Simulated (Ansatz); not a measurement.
# HfO2: N on a O site, part 2 of 2

What does N on a O site do to the electrons of HfO2 (Pca2_1 host)? The defect is relaxed in a supercell and its densities are compared with the perfect crystal's.

Ansatz 0.2.0; DFT PBE, scalar-relativistic, plane waves, PAW. The steps go on from the part before.

### Step 4. The neutral defect

input.yaml reads:

```yaml
crystal:
  lattice:
    - [-5.219463, 5.004764, 5.032685]
    - [5.219463, -5.004764, 5.032685]
    - [5.219463, 5.004764, -5.032685]
  atoms:
    - { symbol: Hf, position: [0.2593017331, 0.1370552841, 0.1525976876], spin: 0.2 }
    - { symbol: Hf, position: [0.757704637, 0.6412418857, 0.1510568548] }
    - { symbol: Hf, position: [0.7557413888, 0.1381708497, 0.650221521] }
    - { symbol: Hf, position: [0.2557485807, 0.6380104036, 0.6497984304] }
    - { symbol: Hf, position: [0.0067132094, 0.1062317708, 0.3667150935] }
    - { symbol: Hf, position: [0.5096306483, 0.6080180555, 0.3668080223], spin: 0.2 }
    - { symbol: Hf, position: [0.504510454, 0.1048090182, 0.866784299] }
    - { symbol: Hf, position: [0.0064235447, 0.605860619, 0.8670104952] }
    - { symbol: Hf, position: [0.980576259, 0.3890813795, 0.1280251364], spin: 0.2 }
    - { symbol: Hf, position: [0.4886760145, 0.8885730422, 0.1326968439] }
    - { symbol: Hf, position: [0.4885391032, 0.3885147679, 0.632078867] }
    - { symbol: Hf, position: [0.9883045225, 0.8900008579, 0.6330116399] }
    - { symbol: Hf, position: [0.7389023127, 0.3560621171, 0.3497274695] }
    - { symbol: Hf, position: [0.2382489607, 0.8551695903, 0.3494464191] }
    - { symbol: Hf, position: [0.2385206272, 0.3566379752, 0.8491876811] }
    - { symbol: Hf, position: [0.7383222683, 0.8553608777, 0.8504434693] }
    - { symbol: "N", position: [0.2246384747, 0.3738898479, 0.219932081], spin: 0.59 }
    - { symbol: O, position: [0.7265638069, 0.8743793509, 0.2244518755] }
    - { symbol: O, position: [0.7261919319, 0.3733461899, 0.7260476701] }
    - { symbol: O, position: [0.2248966456, 0.8733792327, 0.7248016112] }
    - { symbol: O, position: [0.9735608977, -0.005454211, 0.1016511355] }
    - { symbol: O, position: [0.4762960442, 0.50457805, 0.1018270327] }
    - { symbol: O, position: [0.4750922276, 0.002153438, 0.6022634437] }
    - { symbol: O, position: [0.9759403575, 0.5012144128, 0.6025004321] }
    - { symbol: O, position: [0.4761230406, 0.1145643817, 0.097497437] }
    - { symbol: O, position: [0.973257592, 0.6177279895, 0.0962829158] }
    - { symbol: O, position: [0.9758404319, 0.1163953079, 0.5977223854] }
    - { symbol: O, position: [0.4720792691, 0.6129555156, 0.5924522796] }
    - { symbol: O, position: [0.7207354307, 0.378354623, 0.1085066475] }
    - { symbol: O, position: [0.2253904687, 0.8752723769, 0.1093660535] }
    - { symbol: O, position: [0.2251301834, 0.3780409841, 0.6089981229] }
    - { symbol: O, position: [0.7279760913, 0.8803451158, 0.613274911] }
    - { symbol: O, position: [0.2692154038, 0.1281584369, 0.4028099053] }
    - { symbol: O, position: [0.771472228, 0.6295359808, 0.4033640998] }
    - { symbol: O, position: [0.7664763372, 0.127084547, 0.9028278373] }
    - { symbol: O, position: [0.2684807891, 0.6277139813, 0.9028949768] }
    - { symbol: O, position: [0.5228328594, 0.366086252, 0.3937865878] }
    - { symbol: O, position: [0.0200659372, 0.8674390645, 0.3922421244] }
    - { symbol: O, position: [0.0187140855, 0.3656118611, 0.8916160807] }
    - { symbol: O, position: [0.5172477051, 0.8638548773, 0.8886580615] }
    - { symbol: O, position: [0.6513725789, 0.1243902816, 0.3985348318] }
    - { symbol: O, position: [0.147037724, 0.6230211191, 0.3970174857] }
    - { symbol: O, position: [0.1522459092, 0.1270242445, 0.9020720339], spin: 0.05 }
    - { symbol: O, position: [0.6465271072, 0.6222016909, 0.8960528201] }
    - { symbol: O, position: [0.8990099272, 0.2515492846, 0.2751953705] }
    - { symbol: O, position: [0.4056525992, 0.7579813293, 0.2807779906] }
    - { symbol: O, position: [0.3978548914, 0.2506948354, 0.7751611735] }
    - { symbol: O, position: [0.8997248763, 0.7513834884, 0.7756546083] }
magnetization:
  spin_polarized: true
basis:
  ecutwfc: 420
  fft_grid_basis: typed
kpoints:
  mp_grid: { grid: [2, 2, 2] }
hamiltonian:
  xc: pbe
  pseudopotentials: { kind: paw }
scf:
  occupations: { method: gaussian, width: 0.05 }
output:
  forces: true
  stress: false
  eigenvalues: true
  bader: true
  write_density: true
  volumetric_format: npy
  populations: true
```

Started as:

```console
ansatz run input.yaml --threads 4 --pin off --max-ram 10240MiB --backend cpu --events-out ev --progress --plain --runs-dir out
```

What it wrote (excerpt; [...] marks lines left out):

```text
Warning: RAYON_NUM_THREADS=4 ignored (pool sized by the plan → 4); use --threads N
[...]
Pseudopotentials: kind: paw
Pseudopotential: Hf, paw, valence charge 26, recommended cutoff 420 eV (normal), Hf.paw.azcp
Pseudopotential: N, paw, valence charge 5, recommended cutoff 420 eV (normal), N.paw.azcp
Pseudopotential: O, paw, valence charge 6, recommended cutoff 420 eV (normal), O.paw.azcp
Functional definition: PBE
[...]
Crystal: 48 atoms, lattice volume = 525.859 Å³
[...]
    37      O     -1.3277     0.0025     0.0017
    38      O     -1.3203     0.0025     0.0267
    39      O     -1.3288     0.0025     0.0012
    40      O     -1.3148     0.0031     0.0010
    41      O     -1.3048     0.0030     0.0304
    42      O     -1.2968     0.0029     0.0576
    43      O     -1.3167     0.0031     0.0020
    44      O     -1.3141     0.0030     0.0144
    45      O     -1.3128     0.0031     0.0028
    46      O     -1.3155     0.0030     0.0006
    47      O     -1.3160     0.0031     0.0003
  estimated error of the sums over rays = 6.2e-4 e
```

Run time: 8 min. Hardware: 4 threads of Arm Neoverse N1, shared host; peak memory 4.8 GiB.

Spin density, up less down.

Spin density, up less down in a lattice plane of the grid's cell (edges 8.81 and 8.81 Å, at 0.373 of the third edge), which holds Hf and N and O.

Values in e/Å³, 12 rows by 12 columns:
```
 0.01  0.03  0.00  0.00  0.00  0.00  0.00  0.00  0.00  0.00  0.00  0.00
 0.03  0.00  0.00  0.00  0.00  0.00  0.00  0.00  0.00  0.00  0.00  0.00
 0.00  0.00  0.00  0.00  0.00  0.00  0.00  0.00  0.00  0.00  0.00  0.00
 0.00  0.00  0.00  0.00  0.00  0.00  0.00  0.00  0.00  0.00  0.00  0.00
 0.00  0.00  0.00  0.00  0.00  0.00  0.00  0.00  0.00  0.00  0.00  0.00
 0.00  0.00  0.00  0.00  0.00  0.00  0.00  0.00  0.00  0.00  0.00  0.00
 0.00  0.00  0.00  0.01  0.01  0.00  0.02  0.01  0.00  0.00  0.00  0.00
 0.00  0.00  0.03  0.15  0.03  0.00  0.00  0.00  0.00  0.00  0.00  0.00
 0.00  0.01  0.17  0.60 -0.01  0.00  0.00  0.00  0.00  0.00  0.00  0.00
 0.00 -0.01  0.25  0.50  0.02  0.00  0.00  0.00  0.00  0.00  0.00  0.00
 0.00  0.01  0.06  0.03  0.00  0.00  0.00  0.00  0.00  0.00  0.00  0.00
 0.00  0.00  0.00  0.00  0.00  0.00  0.00  0.00  0.00  0.00  0.00  0.00
```
Columns run along the first of these edges and rows up along the second, over one cell in 12 and 12 even steps from the bottom left corner. Atoms in the plane (fractional): Hf at (0.98, 0.13), Hf at (0.49, 0.63), Hf at (0.74, 0.35), Hf at (0.24, 0.85), N at (0.22, 0.22), O at (0.73, 0.73), O at (0.72, 0.11), O at (0.23, 0.61), O at (0.52, 0.39), O at (0.02, 0.89).

**What does the spin density show?**

The supercell carries 1.0 μB. The unpaired spin is localised: over 95 % lies on the atoms within 3.2 Å of the site, which are 30 % of all atoms; mostly on the N atom at the site (75 %) and one O atom 2.7 Å from the site (under 10 %).

Density of the defect cell less that of the perfect one in a lattice plane of the grid's cell (edges 8.81 and 8.81 Å, at 0.373 of the third edge), which holds Hf and N and O.

Ten even steps from ' ' (-3.44 e/Å³) to '@' (2.63 e/Å³):
```
******++++++++++++++++++++++++++++++++++++++++++
++++++++++++==++++++++++++++++++++++++++++++++++
++++++++++++****++++++++++++++++++++++++++++++++
++++++++++**##**++++++++++++++++++******++++++++
++++++++++++++++++++++++++++++++******++++++++++
++++++++++++++++++++++++==++++++++++==++++++++++
++++++++++++++++++++====++**++++++==++++++++++++
++++++++++++++++++++++++****++++++++++++++++++++
++++++++******++++++++****++++++++++++++++++++++
++++++++++++++++++++++++++++++++++++++++++++++++
++++++++++++++++++++++++++****++++++++++++++++++
++++++++++++++++++++++++++****++++++++**++++++++
++++++++++++++++++++++====++++++++++**##**++++++
++++++++++++==++++++++++++++++++++******++++++++
++++++++++::..==++++++++++++++++++++++++++++++++
----++++==  ::++++++++++++++++++++++++++++++++++
  ..==++++==++++++++++++++++++++++++==++++++**++
====++++++++++++++++++++++++++++****++++++**@@@@
++++++++++++++++++++++++++++++++****++++++**%%##
++++++++++++++++++++++++++++++++++++++++++++++++
```
Columns run along the first of these edges and rows up along the second, over one cell in 24 and 20 even steps from the bottom left corner. Atoms in the plane (fractional): Hf at (0.98, 0.13), Hf at (0.49, 0.63), Hf at (0.74, 0.35), Hf at (0.24, 0.85), N at (0.22, 0.22), O at (0.73, 0.73), O at (0.72, 0.11), O at (0.23, 0.61), O at (0.52, 0.39), O at (0.02, 0.89).

### Step 5. Energy-resolved densities of the defect cell

input.yaml reads:

```yaml
crystal:
  lattice:
    - [-5.219463, 5.004764, 5.032685]
    - [5.219463, -5.004764, 5.032685]
    - [5.219463, 5.004764, -5.032685]
  atoms:
    - { symbol: Hf, position: [0.2593017331, 0.1370552841, 0.1525976876] }
    - { symbol: Hf, position: [0.757704637, 0.6412418857, 0.1510568548] }
    - { symbol: Hf, position: [0.7557413888, 0.1381708497, 0.650221521] }
    - { symbol: Hf, position: [0.2557485807, 0.6380104036, 0.6497984304] }
    - { symbol: Hf, position: [0.0067132094, 0.1062317708, 0.3667150935] }
    - { symbol: Hf, position: [0.5096306483, 0.6080180555, 0.3668080223] }
    - { symbol: Hf, position: [0.504510454, 0.1048090182, 0.866784299] }
    - { symbol: Hf, position: [0.0064235447, 0.605860619, 0.8670104952] }
    - { symbol: Hf, position: [0.980576259, 0.3890813795, 0.1280251364] }
    - { symbol: Hf, position: [0.4886760145, 0.8885730422, 0.1326968439] }
    - { symbol: Hf, position: [0.4885391032, 0.3885147679, 0.632078867] }
    - { symbol: Hf, position: [0.9883045225, 0.8900008579, 0.6330116399] }
    - { symbol: Hf, position: [0.7389023127, 0.3560621171, 0.3497274695] }
    - { symbol: Hf, position: [0.2382489607, 0.8551695903, 0.3494464191] }
    - { symbol: Hf, position: [0.2385206272, 0.3566379752, 0.8491876811] }
    - { symbol: Hf, position: [0.7383222683, 0.8553608777, 0.8504434693] }
    - { symbol: "N", position: [0.2246384747, 0.3738898479, 0.219932081], spin: 0.59 }
    - { symbol: O, position: [0.7265638069, 0.8743793509, 0.2244518755] }
    - { symbol: O, position: [0.7261919319, 0.3733461899, 0.7260476701] }
    - { symbol: O, position: [0.2248966456, 0.8733792327, 0.7248016112] }
    - { symbol: O, position: [0.9735608977, -0.005454211, 0.1016511355] }
    - { symbol: O, position: [0.4762960442, 0.50457805, 0.1018270327], spin: 0.02 }
    - { symbol: O, position: [0.4750922276, 0.002153438, 0.6022634437] }
    - { symbol: O, position: [0.9759403575, 0.5012144128, 0.6025004321] }
    - { symbol: O, position: [0.4761230406, 0.1145643817, 0.097497437] }
    - { symbol: O, position: [0.973257592, 0.6177279895, 0.0962829158] }
    - { symbol: O, position: [0.9758404319, 0.1163953079, 0.5977223854] }
    - { symbol: O, position: [0.4720792691, 0.6129555156, 0.5924522796], spin: 0.03 }
    - { symbol: O, position: [0.7207354307, 0.378354623, 0.1085066475] }
    - { symbol: O, position: [0.2253904687, 0.8752723769, 0.1093660535] }
    - { symbol: O, position: [0.2251301834, 0.3780409841, 0.6089981229] }
    - { symbol: O, position: [0.7279760913, 0.8803451158, 0.613274911] }
    - { symbol: O, position: [0.2692154038, 0.1281584369, 0.4028099053], spin: 0.01 }
    - { symbol: O, position: [0.771472228, 0.6295359808, 0.4033640998] }
    - { symbol: O, position: [0.7664763372, 0.127084547, 0.9028278373] }
    - { symbol: O, position: [0.2684807891, 0.6277139813, 0.9028949768] }
    - { symbol: O, position: [0.5228328594, 0.366086252, 0.3937865878], spin: 0.01 }
    - { symbol: O, position: [0.0200659372, 0.8674390645, 0.3922421244] }
    - { symbol: O, position: [0.0187140855, 0.3656118611, 0.8916160807], spin: 0.02 }
    - { symbol: O, position: [0.5172477051, 0.8638548773, 0.8886580615] }
    - { symbol: O, position: [0.6513725789, 0.1243902816, 0.3985348318] }
    - { symbol: O, position: [0.147037724, 0.6230211191, 0.3970174857], spin: 0.03 }
    - { symbol: O, position: [0.1522459092, 0.1270242445, 0.9020720339], spin: 0.05 }
    - { symbol: O, position: [0.6465271072, 0.6222016909, 0.8960528201] }
    - { symbol: O, position: [0.8990099272, 0.2515492846, 0.2751953705], spin: 0.01 }
    - { symbol: O, position: [0.4056525992, 0.7579813293, 0.2807779906] }
    - { symbol: O, position: [0.3978548914, 0.2506948354, 0.7751611735] }
    - { symbol: O, position: [0.8997248763, 0.7513834884, 0.7756546083] }
magnetization:
  spin_polarized: true
basis:
  ecutwfc: 420
  fft_grid_basis: typed
kpoints:
  mp_grid: { grid: [2, 2, 2] }
hamiltonian:
  xc: pbe
  pseudopotentials: { kind: paw }
scf:
  occupations: { method: gaussian, width: 0.05 }
  n_extra_bands: 18
output:
  forces: true
  stress: false
  eigenvalues: true
  bader: false
  write_density: false
  volumetric_format: npy
  populations: true
  band_densities:
    - { e_range: [-1.17, -0.56] }
    - { e_range: [0.56, 1.17] }
    - { e_range: [0.54, 0.68] }
  dos:
    e_range: [-30, 8]
    de: 0.02
    method: { smearing: { sigma: 0.03, scheme: gaussian } }
    projected: { site_lists: { Hf: [Hf], "N": ["N"], O: [O] } }
checkpoint:
  read: start.run
  write: ck
  compress: false
  write_wavefunctions: false
  write_every: 100000
```

Started as:

```console
ansatz run input.yaml --threads 4 --pin off --max-ram 10240MiB --backend cpu --events-out ev --progress --plain --runs-dir out
```

What it wrote (excerpt; [...] marks lines left out):

```text
Warning: the band count 322 (scf.n_extra_bands) hosts the net moment |M| = 0.7700 μB (N_el = 607) but caps the reachable moment at 2·n_bands − N_el = 37.0000 μB, below the 365 bands that the automatic rule leaves for it — a moment growing past the seed, or the majority channel's smearing [...]
Warning: checkpoint.read: spin seed differs: saved 9cdc9dc7a75d…, current eab52da286f5…; the loaded state replaces the seed-built initial guess (but the starting_ns of a DFT+U solve that opens without the state's occupation matrices), so the run may converge into the producing seed's [...]
Warning: RAYON_NUM_THREADS=4 ignored (pool sized by the plan → 4); use --threads N
[...]
    36      O      6.6568     0.0091
    37      O      6.6608     0.0015
    38      O      6.6533     0.0247
    39      O      6.6610     0.0011
    40      O      6.6635     0.0010
    41      O      6.6559     0.0315
    42      O      6.6542     0.0573
    43      O      6.6638     0.0018
    44      O      6.6619     0.0144
    45      O      6.6587     0.0040
    46      O      6.6647     0.0006
    47      O      6.6645     0.0004
  spilling = 0.002419 (of n_electrons = 607.000000)
--- Band densities, each state counted as filled ---
  window                                       electrons  max residual (eV)  cut levels
  e_range: [-1.17, -0.56]            4.500000 + 3.750000             5.0e-6           0
  e_range: [0.56, 1.17]              0.000000 + 1.000000             4.4e-6           0
  e_range: [0.54, 0.68]              0.000000 + 1.000000             4.4e-6           0
```

Wall time 10 min (4 threads of Arm Neoverse N1, shared host); peak memory 5.1 GiB.

A state near the Fermi level.

- The state is localised: about 90 % lies on the atoms within 3.2 Å of the site, which are 30 % of all atoms; mostly on the N atom at the site (60 %) and one O atom 2.7 Å from the site (under 10 %).
- Its character is N 2p (60 %), O 2p (25 %) and Hf 5d (15 %).
- The window holds 1 spin-orbital, empty, all of one spin.
- The perfect supercell's gap is 4.5 eV at this level.

### Step 6. The defect with charge -1

input.yaml reads:

```yaml
crystal:
  lattice:
    - [-5.219463, 5.004764, 5.032685]
    - [5.219463, -5.004764, 5.032685]
    - [5.219463, 5.004764, -5.032685]
  atoms:
    - { symbol: Hf, position: [0.2593017331, 0.1370552841, 0.1525976876], spin: 0.2 }
    - { symbol: Hf, position: [0.757704637, 0.6412418857, 0.1510568548] }
    - { symbol: Hf, position: [0.7557413888, 0.1381708497, 0.650221521] }
    - { symbol: Hf, position: [0.2557485807, 0.6380104036, 0.6497984304] }
    - { symbol: Hf, position: [0.0067132094, 0.1062317708, 0.3667150935] }
    - { symbol: Hf, position: [0.5096306483, 0.6080180555, 0.3668080223], spin: 0.2 }
    - { symbol: Hf, position: [0.504510454, 0.1048090182, 0.866784299] }
    - { symbol: Hf, position: [0.0064235447, 0.605860619, 0.8670104952] }
    - { symbol: Hf, position: [0.980576259, 0.3890813795, 0.1280251364], spin: 0.2 }
    - { symbol: Hf, position: [0.4886760145, 0.8885730422, 0.1326968439] }
    - { symbol: Hf, position: [0.4885391032, 0.3885147679, 0.632078867] }
    - { symbol: Hf, position: [0.9883045225, 0.8900008579, 0.6330116399] }
    - { symbol: Hf, position: [0.7389023127, 0.3560621171, 0.3497274695] }
    - { symbol: Hf, position: [0.2382489607, 0.8551695903, 0.3494464191] }
    - { symbol: Hf, position: [0.2385206272, 0.3566379752, 0.8491876811] }
    - { symbol: Hf, position: [0.7383222683, 0.8553608777, 0.8504434693] }
    - { symbol: "N", position: [0.2246384747, 0.3738898479, 0.219932081], spin: 0.59 }
    - { symbol: O, position: [0.7265638069, 0.8743793509, 0.2244518755] }
    - { symbol: O, position: [0.7261919319, 0.3733461899, 0.7260476701] }
    - { symbol: O, position: [0.2248966456, 0.8733792327, 0.7248016112] }
    - { symbol: O, position: [0.9735608977, -0.005454211, 0.1016511355] }
    - { symbol: O, position: [0.4762960442, 0.50457805, 0.1018270327] }
    - { symbol: O, position: [0.4750922276, 0.002153438, 0.6022634437] }
    - { symbol: O, position: [0.9759403575, 0.5012144128, 0.6025004321] }
    - { symbol: O, position: [0.4761230406, 0.1145643817, 0.097497437] }
    - { symbol: O, position: [0.973257592, 0.6177279895, 0.0962829158] }
    - { symbol: O, position: [0.9758404319, 0.1163953079, 0.5977223854] }
    - { symbol: O, position: [0.4720792691, 0.6129555156, 0.5924522796] }
    - { symbol: O, position: [0.7207354307, 0.378354623, 0.1085066475] }
    - { symbol: O, position: [0.2253904687, 0.8752723769, 0.1093660535] }
    - { symbol: O, position: [0.2251301834, 0.3780409841, 0.6089981229] }
    - { symbol: O, position: [0.7279760913, 0.8803451158, 0.613274911] }
    - { symbol: O, position: [0.2692154038, 0.1281584369, 0.4028099053] }
    - { symbol: O, position: [0.771472228, 0.6295359808, 0.4033640998] }
    - { symbol: O, position: [0.7664763372, 0.127084547, 0.9028278373] }
    - { symbol: O, position: [0.2684807891, 0.6277139813, 0.9028949768] }
    - { symbol: O, position: [0.5228328594, 0.366086252, 0.3937865878] }
    - { symbol: O, position: [0.0200659372, 0.8674390645, 0.3922421244] }
    - { symbol: O, position: [0.0187140855, 0.3656118611, 0.8916160807] }
    - { symbol: O, position: [0.5172477051, 0.8638548773, 0.8886580615] }
    - { symbol: O, position: [0.6513725789, 0.1243902816, 0.3985348318] }
    - { symbol: O, position: [0.147037724, 0.6230211191, 0.3970174857] }
    - { symbol: O, position: [0.1522459092, 0.1270242445, 0.9020720339], spin: 0.05 }
    - { symbol: O, position: [0.6465271072, 0.6222016909, 0.8960528201] }
    - { symbol: O, position: [0.8990099272, 0.2515492846, 0.2751953705] }
    - { symbol: O, position: [0.4056525992, 0.7579813293, 0.2807779906] }
    - { symbol: O, position: [0.3978548914, 0.2506948354, 0.7751611735] }
    - { symbol: O, position: [0.8997248763, 0.7513834884, 0.7756546083] }
magnetization:
  spin_polarized: true
total_charge: -1
basis:
  ecutwfc: 420
  fft_grid_basis: typed
kpoints:
  mp_grid: { grid: [2, 2, 2] }
hamiltonian:
  xc: pbe
  pseudopotentials: { kind: paw }
scf:
  occupations: { method: gaussian, width: 0.05 }
output:
  forces: true
  stress: false
  eigenvalues: true
  bader: true
  write_density: true
  volumetric_format: npy
  populations: true
```

Started as:

```console
ansatz run input.yaml --threads 4 --pin off --max-ram 10240MiB --backend cpu --events-out ev --progress --plain --runs-dir out
```

What it wrote (excerpt; [...] marks lines left out):

```text
Warning: RAYON_NUM_THREADS=4 ignored (pool sized by the plan → 4); use --threads N
[...]
Pseudopotentials: kind: paw
Pseudopotential: Hf, paw, valence charge 26, recommended cutoff 420 eV (normal), Hf.paw.azcp
Pseudopotential: N, paw, valence charge 5, recommended cutoff 420 eV (normal), N.paw.azcp
Pseudopotential: O, paw, valence charge 6, recommended cutoff 420 eV (normal), O.paw.azcp
Functional definition: PBE
[...]
Crystal: 48 atoms, lattice volume = 525.859 Å³
Basis set: ecut = 420 eV, 10293 PW (Γ), exchange–correlation on 120×120×120 points (8 copies of the dense FFT grid, shifted against one another)
[...]
WARN: the starting moments were not kept: the SCF closed with an absolute magnetisation of 4.6e-6 μB, where they sum to 1.24 μB in size (5 sites). That is at most 0.1 of that sum. Measured as dr2_m measures the in/out step, that magnetisation stands 2.2e-12 eV from none, at or under the [...]
    34      O     -1.3337     0.0026     0.0000
    35      O     -1.3355     0.0025     0.0000
    36      O     -1.3348     0.0025     0.0000
    37      O     -1.3366     0.0025     0.0000
    38      O     -1.3290     0.0025     0.0000
    39      O     -1.3373     0.0025     0.0000
    40      O     -1.3233     0.0031     0.0000
    41      O     -1.3195     0.0030     0.0000
    42      O     -1.3213     0.0029     0.0000
    43      O     -1.3265     0.0031     0.0000
    44      O     -1.3267     0.0030     0.0000
    45      O     -1.3214     0.0031     0.0000
    46      O     -1.3243     0.0031     0.0000
    47      O     -1.3239     0.0031     0.0000
  estimated error of the sums over rays = 5.9e-4 e
```

Wall time 7.6 min (4 threads of Arm Neoverse N1, shared host); peak memory 4.8 GiB.

### Step 7. What came out

The summary covers parts 1 to 2.

| quantity | value |
| --- | --- |
| gap of the perfect supercell on its mesh | 4.51 eV |
| neutral defect | moment 1.00 μB, largest force 0.01 eV/Å |
| charge -1 | moment 0.00 μB, largest force 3.27 eV/Å |

The supercell carries 1.0 μB. The unpaired spin is localised: over 95 % lies on the atoms within 3.2 Å of the site, which are 30 % of all atoms; mostly on the N atom at the site (75 %) and one O atom 2.7 Å from the site (under 10 %). The state is localised: about 90 % lies on the atoms within 3.2 Å of the site, which are 30 % of all atoms; mostly on the N atom at the site (60 %) and one O atom 2.7 Å from the site (under 10 %). Its character is N 2p (60 %), O 2p (25 %) and Hf 5d (15 %). In a cell this small the defect feels its images, so levels broaden into bands. A semilocal functional narrows the host's gap and tends to spread defect states. These runs have no spin-orbit coupling; with Hf it would split and shift bands.
